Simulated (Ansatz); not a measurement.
# Cu3O2 (I4/mmm) in Ansatz: settings compared

The runs below take Cu3O2 through band structure, density of states, with PBE, PBEsol.

Everything below comes from runs of Ansatz 0.2.0. Logs are shortened: lines on timing, memory, paths and dates and some standing lists are left out, and cuts for length are marked.

### Step 1. Starting point

It takes space group I4/mmm (No. 139, tetragonal). The conventional cell has a = 4.046 Å, b = 4.046 Å, c = 7.347 Å, α = 90.00°, β = 90.00°, γ = 90.00°. Cu (site symmetry 4/mmm) has 4 O at 2.02 Å as nearest neighbours. Around Cu (site symmetry -4m2) lie 2 O at 1.84 Å. Around O (site symmetry mmm) lie 4 Cu at 1.84 to 2.02 Å.

The cell comes from a database or a generator and needn't be the stable form of this composition.

### Step 2. Band structure, PBE

input.yaml reads:

```yaml
crystal:
  lattice:
    - [-2.022982, 2.022982, 3.673617]
    - [2.022982, -2.022982, 3.673617]
    - [2.022982, 2.022982, -3.673617]
  atoms:
    - { symbol: Cu, position: [0.0, 0.0, 0.0] }
    - { symbol: Cu, position: [0.75, 0.25, 0.5] }
    - { symbol: Cu, position: [0.25, 0.75, 0.5] }
    - { symbol: O, position: [0.5, 0.0, 0.5] }
    - { symbol: O, position: [0.0, 0.5, 0.5] }
hamiltonian:
  xc: pbe
  pseudopotentials: { kind: paw }
kpoints:
  mp_grid: { grid: [9, 9, 9] }
  band_path:
    path:
      - [[0.0, 0.0, 0.0], [0.5, -0.5, 0.0], [0.5, -0.5, 0.1516234203], [0.3258117102, -0.3258117102, 0.3258117102], [0.0, 0.0, 0.0], [0.5, 0.5, -0.5], [0.6741882898, 0.3258117102, -0.3258117102], [0.5, 0.0, 0.0], [0.75, -0.25, -0.25], [0.8483765797, 0.1516234203, -0.5], [0.5, 0.5, -0.5]]
      - [[0.5, -0.5, 0.0], [0.75, -0.25, -0.25]]
    npoints: 14
scf:
  occupations: { method: fermi_dirac, width: 0.05 }
  n_extra_bands: 12
output:
  forces: true
  stress: true
  eigenvalues: true
  fatbands: false
  write_density: true
  write_potential: true
  elf: true
  volumetric_format: npy
```

Potentials or basis: Ansatz PAW.

Run with:

```
$ ansatz run input.yaml --threads 2 --pin off --max-ram 5632MiB --backend cpu --events-out ev --progress --plain --runs-dir out
```

Standard output:

```text
Warning: RAYON_NUM_THREADS=2 ignored (pool sized by the plan → 2); use --threads N
scf.n_extra_bands = 12 over 35 filled bands (N_el = 69.0): the run solves 47 bands
Engine: ansatz 0.2.0, aarch64-unknown-linux-gnu
Pseudopotentials: kind: paw
Pseudopotential: Cu, paw, valence charge 19, recommended cutoff 420 eV (normal), Cu.paw.azcp
Pseudopotential: O, paw, valence charge 6, recommended cutoff 420 eV (normal), O.paw.azcp
Functional definition: PBE
  parameter kappa = 0.804
  parameter beta = 0.06672455060314922
  exchange = pbe_x(kappa = kappa, mu = beta*pi^2/3)
  correlation = pbe_c(beta = beta)
Crystal: 5 atoms, lattice volume = 60.136 Å³
Basis set: ecut = 420 eV, 1209 PW (Γ), exchange–correlation on 64×64×64 points (8 copies of the dense FFT grid, shifted against one another)
Bands: 47, of which v1, the nominal top of the filled ones, is band 35 counted from 1 (34 counted from 0)
Symmetry: 16 space group operations
Space group: I4/mmm (ITA 139), of the structure as read, at distance tolerance 3.9e-5 Å
k-points: 75 of 729
Non-local potential: Cu, projectors of the file, l = 0: 3, l = 1: 2, l = 2: 3, l = 3: 1
Non-local potential: O, projectors of the file, l = 0: 2, l = 1: 2, l = 2: 1
PAW form: soft (Blöchl's): semilocal exchange-correlation on the pseudo side does not see the compensation charge
PAW one-centre angular grid: Cu, 590 points (default); XC on 64 Gauss nodes
PAW one-centre angular grid: O, 110 points (default); XC on 64 Gauss nodes
Initial density: superposition of atomic densities (neutral atoms: chi_scale 0, normalization atom), corrected by the library's trained network
Initial wavefunctions: pseudopotential atomic-orbital guess
Functional: x = pbe(κ = 0.804, μ = 0.2195149727645171), c = pbe(β = 0.06672455060314922)
SCF iter   1: F=—  HF=-21006.988404 eV  |F-HF|=—  |Δ(HF+E_count)|=         —  Δρ=6.81e-3  dr2=1.96e-2  ethr=1.77e-3  ⟨swp⟩=5.7  Hψ=13893  notcnv=0  defer=38
preconditioner: auto → LDOS  [metal: Δε(μ)=0.016 eV  Ē_g=14.092 eV  σ=0.050 eV  W_gap=0.08  n_scr=22 (ndim 8)  ℏωp=32.1 eV  f_vac=0.087  D(μ)=1.97/eV (n_scr^D=14)  β→1.0]
SCF iter   2: F=—  HF=-21006.985204 eV  |F-HF|=—  |Δ(HF+E_count)|=   3.20e-3  Δρ=1.54e-3  dr2=7.35e-4  ethr=2.84e-5  ⟨swp⟩=2.0  Hψ=6174  notcnv=0  defer=385
SCF iter   3: F=—  HF=-21006.985571 eV  |F-HF|=—  |Δ(HF+E_count)|=   3.67e-4  Δρ=2.40e-3  dr2=2.05e-3  ethr=1.06e-6  ⟨swp⟩=2.0  Hψ=5597  notcnv=0  defer=385
SCF iter   4: F=—  HF=-21006.985184 eV  |F-HF|=—  |Δ(HF+E_count)|=   3.87e-4  Δρ=5.93e-4  dr2=1.49e-4  ethr=1.06e-6  ⟨swp⟩=2.0  Hψ=5532  notcnv=0  defer=385
SCF iter   5: F=—  HF=-21006.985138 eV  |F-HF|=—  |Δ(HF+E_count)|=   4.62e-5  Δρ=2.70e-4  dr2=2.56e-5  ethr=2.15e-7  ⟨swp⟩=2.0  Hψ=5392  notcnv=0  defer=385
SCF iter   6: F=—  HF=-21006.985124 eV  |F-HF|=—  |Δ(HF+E_count)|=   1.38e-5  Δρ=3.03e-5  dr2=2.83e-7  ethr=3.71e-8  ⟨swp⟩=2.0  Hψ=4383  notcnv=0  defer=385
SCF iter   7: F=-21006.985124 eV  HF=-21006.985124 eV  |F-HF|=9.33e-9  |Δ(HF+E_count)|=   8.51e-8  Δρ=6.55e-6  dr2=1.55e-8  ethr=1.45e-10  ⟨swp⟩=12.4  Hψ=24656  notcnv=0
SCF 1 converged in 7 iterations: F = -21006.985124 eV  dr2 = 1.55e-8
NSCF: frozen V_eff on 156 k-points
SCF converged after 7 iterations
Free energy (F): -21006.985124 eV
Harris-Foulkes:  -21006.985124 eV  (|F-HF|=9.33e-9)
Internal energy: -21006.968611 eV  (E = F + TS)
E sigma→0 (E₀):  -21006.976867 eV
Entropy (-TS):   -0.016513 eV (-3.303 meV/atom)
Fermi energy:    10.570455 eV
--- Per-component energies (eV) ---
  E_band       = -1392.047865
  E_kinetic    = 1241.568570
  E_local      = -15264.634476  (includes V_loc(G=0)·N_el)
  E_nonlocal   = 1274.665335
  E_hartree    = 6658.265932
  E_xc         = -411.044734
  E_vxc        = -528.104837  (∫ρ·V_xc dr)
  E_paw        = -5308.018623  (= ΣΔE_a)
  E_vpaw       = -1432.072005  (= ΣTr[D̂ρ^β])
  E_aug_tail   = 0.005417  (compensation charges beyond the density's cutoff)
  E_ewald      = -9197.776033
  E_smearing   = -0.016513  (= −TS)
  E_closure    = -0.000000  (closes the sum)
  Σ components = -21006.985124   (vs F -21006.985124, Δ=0.00e0)
--- Forces (eV/Å), atoms counted from 1 ---
  atom   1  Cu    -0.00000000     0.00000000     0.00000000
  atom   2  Cu     0.00000000    -0.00000000     0.00000000
  atom   3  Cu    -0.00000000     0.00000000     0.00000000
  atom   4  O      0.00000000     0.00000000    -0.00000000
  atom   5  O      0.00000000     0.00000000     0.00000000
  max |Σ_I F_I| component: 3.47e-18 eV/Å
--- Stress (GPa, compression-positive) ---
        0.914427       0.000000       0.000000
        0.000000       0.914427      -0.000000
        0.000000       0.000000       0.330218
  P = ⅓ Tr σ = 0.7197 GPa (7.197 kbar)
--- Band table (eV; the first three rows and the last of 75) ---
  k-point 0: bands = ["-101.9118", "-101.6083", "-101.6067", "-59.3077", "-59.3077", "-59.2601", "-59.1866", "-59.1854", "-58.9006", "-58.9006", "-58.8879", "-58.8879", "-8.5994", "-7.3710", "3.9911", "5.0043", "5.0043", "5.5634", "5.8787", "7.4920", "7.6050", "7.6050", "7.7126", "8.2348", "8.2348", "8.3577", "8.3892", "8.4676", "8.6987", "8.6987", "8.9646", "9.1276", "9.7900", "9.7900", "10.9701", "11.0427", "15.7298", "15.7298", "17.4853", "17.8007", "21.5255", "21.7927", "23.2525", "23.9384", "23.9384", "24.7399", "26.1808"]
  k-point 1: bands = ["-101.9117", "-101.6082", "-101.6068", "-59.3079", "-59.3077", "-59.2598", "-59.1865", "-59.1856", "-58.9006", "-58.8990", "-58.8895", "-58.8878", "-8.5357", "-7.4035", "3.9215", "4.7955", "5.0389", "5.5697", "5.9736", "7.2344", "7.6152", "7.6509", "7.7777", "7.8421", "7.9301", "8.4078", "8.6525", "8.6797", "8.7093", "8.7330", "9.0540", "9.2542", "9.8298", "9.8774", "10.8025", "11.2365", "14.6837", "16.1611", "17.7998", "18.9050", "21.8675", "21.8836", "22.3137", "23.4972", "23.6054", "25.4581", "25.9005"]
  k-point 2: bands = ["-101.9117", "-101.6079", "-101.6070", "-59.3084", "-59.3077", "-59.2591", "-59.1862", "-59.1862", "-58.9008", "-58.8949", "-58.8936", "-58.8875", "-8.3684", "-7.4842", "3.7475", "4.2980", "5.0670", "5.5892", "5.9181", "6.8936", "7.5970", "7.6626", "7.7516", "7.9017", "7.9578", "8.5000", "8.5259", "8.6620", "8.6826", "8.9070", "8.9082", "9.7530", "9.9271", "10.3472", "10.5505", "11.7024", "13.2303", "17.0368", "18.4742", "19.7872", "20.1965", "22.4178", "22.5895", "23.2773", "24.2998", "26.1136", "26.1146"]
  k-point 74: bands = ["-101.9117", "-101.6082", "-101.6067", "-59.3079", "-59.3078", "-59.2571", "-59.1886", "-59.1864", "-58.9000", "-58.9000", "-58.8883", "-58.8883", "-8.1815", "-7.7437", "2.8981", "5.3047", "5.5324", "6.4954", "6.6957", "7.0293", "7.0776", "7.1706", "7.2974", "7.4321", "7.8503", "8.1815", "8.4389", "8.6196", "8.7551", "8.8218", "8.9060", "9.0810", "9.3369", "10.2686", "10.2828", "14.0254", "15.1481", "16.1579", "16.9764", "18.3954", "20.5829", "23.3208", "23.3695", "24.5630", "25.9644", "26.4730", "26.9838"]
```

Run time: 14 s. Hardware: 2 threads of Arm Neoverse V1, shared host; peak memory 0.54 GiB.

Results:

- Free energy: -21006.9851 eV
- Pressure: 0.7 GPa
- Band gap on the k mesh: none (metal or under the smearing width)

Levels at the corners of the path, in eV from the Fermi level:
| point | band 32 | band 33 | band 34 | band 35 | band 36 | band 37 |
| --- | --- | --- | --- | --- | --- | --- |
| Γ | -1.44 | -0.78 | -0.78 | 0.40 | 0.47 | 5.16 |
| X | -0.46 | -0.45 | -0.22 | 0.52 | 1.27 | 3.60 |
| Y | -1.47 | -0.68 | -0.46 | 0.79 | 2.46 | 3.79 |
| S | -1.50 | -1.16 | -0.30 | -0.22 | 3.01 | 4.06 |
| Γ | -1.44 | -0.78 | -0.78 | 0.40 | 0.47 | 5.16 |
| Z | -1.44 | -1.24 | -0.31 | -0.31 | 3.25 | 4.65 |
| S1 | -1.50 | -1.16 | -0.30 | -0.22 | 3.01 | 4.06 |
| N | -1.28 | -0.90 | -0.57 | -0.20 | 2.83 | 3.22 |
| P | -0.56 | -0.56 | -0.47 | 1.22 | 1.71 | 2.99 |
| Y1 | -1.47 | -0.68 | -0.46 | 0.79 | 2.46 | 3.79 |
| Z | -1.44 | -1.24 | -0.31 | -0.31 | 3.25 | 4.65 |
| X | -0.46 | -0.45 | -0.22 | 0.52 | 1.27 | 3.60 |
| P | -0.56 | -0.56 | -0.47 | 1.22 | 1.71 | 2.99 |

Caveat: the pressure holds a Pulay correction of +0.5 GPa for the finite cutoff; an odd number of electrons without spin polarisation forces a metal; a magnetic or distorted state may lie lower; the run has no spin polarisation, though such a crystal can be magnetic; semilocal functionals often make such compounds metallic where correlation or magnetic order opens a gap, which also shifts bond lengths.

### Step 3. Density of states, PBEsol

input.yaml reads:

```yaml
crystal:
  lattice:
    - [-2.022982, 2.022982, 3.673617]
    - [2.022982, -2.022982, 3.673617]
    - [2.022982, 2.022982, -3.673617]
  atoms:
    - { symbol: Cu, position: [0.0, 0.0, 0.0] }
    - { symbol: Cu, position: [0.75, 0.25, 0.5] }
    - { symbol: Cu, position: [0.25, 0.75, 0.5] }
    - { symbol: O, position: [0.5, 0.0, 0.5] }
    - { symbol: O, position: [0.0, 0.5, 0.5] }
hamiltonian:
  xc: pbesol
  pseudopotentials: { kind: paw }
kpoints:
  mp_grid: { grid: [8, 8, 8] }
scf:
  occupations: { method: fermi_dirac, width: 0.05 }
  n_extra_bands: 12
output:
  forces: true
  stress: true
  eigenvalues: true
  dos: { projected: false, de: 0.05, nscf_kmesh: { grid: [12, 12, 12] } }
  write_density: true
  write_potential: true
  elf: true
  volumetric_format: npy
```

Potentials or basis: Ansatz PAW.

Run with:

```
$ ansatz run input.yaml --threads 2 --pin off --max-ram 5632MiB --backend cpu --events-out ev --progress --plain --runs-dir out
```

Run time: 13 s. Hardware: 2 threads of Arm Neoverse V1, shared host; peak memory 0.52 GiB.

It converged, with:

```yaml
Free_energy: -20884.4721 eV
Pressure: -6.2 GPa
Band_gap_on_the_k_mesh: none (metal or under the smearing width)
Density_of_states_at_the_Fermi_level: 2.10 states/eV per cell
```

Stress tensor (GPa, compression positive):
```
-4.76  0.00  0.00
 0.00 -4.76  0.00
 0.00  0.00 -9.05
```

Levels at points of the mesh, in eV from the Fermi level:
```tsv
k point	band 32	band 33	band 34	band 35	band 36	band 37	band 38	band 39
(0.00, 0.00, 0.00)	-1.43	-0.76	-0.76	0.40	0.45	5.11	5.11	6.83
(0.00, 0.00, -0.50)	-0.43	-0.42	-0.21	0.46	1.28	3.56	3.61	7.57
(0.00, -0.50, 0.00)	-1.26	-0.88	-0.53	-0.19	2.81	3.20	8.04	8.11
(-0.50, -0.50, -0.50)	-1.43	-1.25	-0.28	-0.28	3.20	4.64	6.24	6.24
```

States per cell in windows of 1 eV (zero at the Fermi level; states under -8 eV left out):
| from (eV) | total |
| --- | --- |
| -8.0 | 0.94 |
| -7.0 | 2.70 |
| -6.0 | 4.25 |
| -5.0 | 2.04 |
| -4.0 | 5.63 |
| -3.0 | 10.21 |
| -2.0 | 9.53 |
| -1.0 | 5.65 |
| 0.0 | 1.03 |
| 1.0 | 0.72 |
| 2.0 | 1.32 |
| 3.0 | 1.64 |
| 4.0 | 0.55 |
| 5.0 | 1.02 |
| 6.0 | 1.61 |
| 7.0 | 1.18 |

Caveat: the pressure holds a Pulay correction of +0.5 GPa for the finite cutoff; an odd number of electrons without spin polarisation forces a metal; a magnetic or distorted state may lie lower; the run has no spin polarisation, though such a crystal can be magnetic; semilocal functionals often make such compounds metallic where correlation or magnetic order opens a gap, which also shifts bond lengths; the PAW data sets come from PBE, with cores solved anew for the run's functional, which leaves a small shift of forces and pressure. With open d or f shells a metallic result of PBEsol can be an artefact of self-interaction; +U or a hybrid may open a gap.
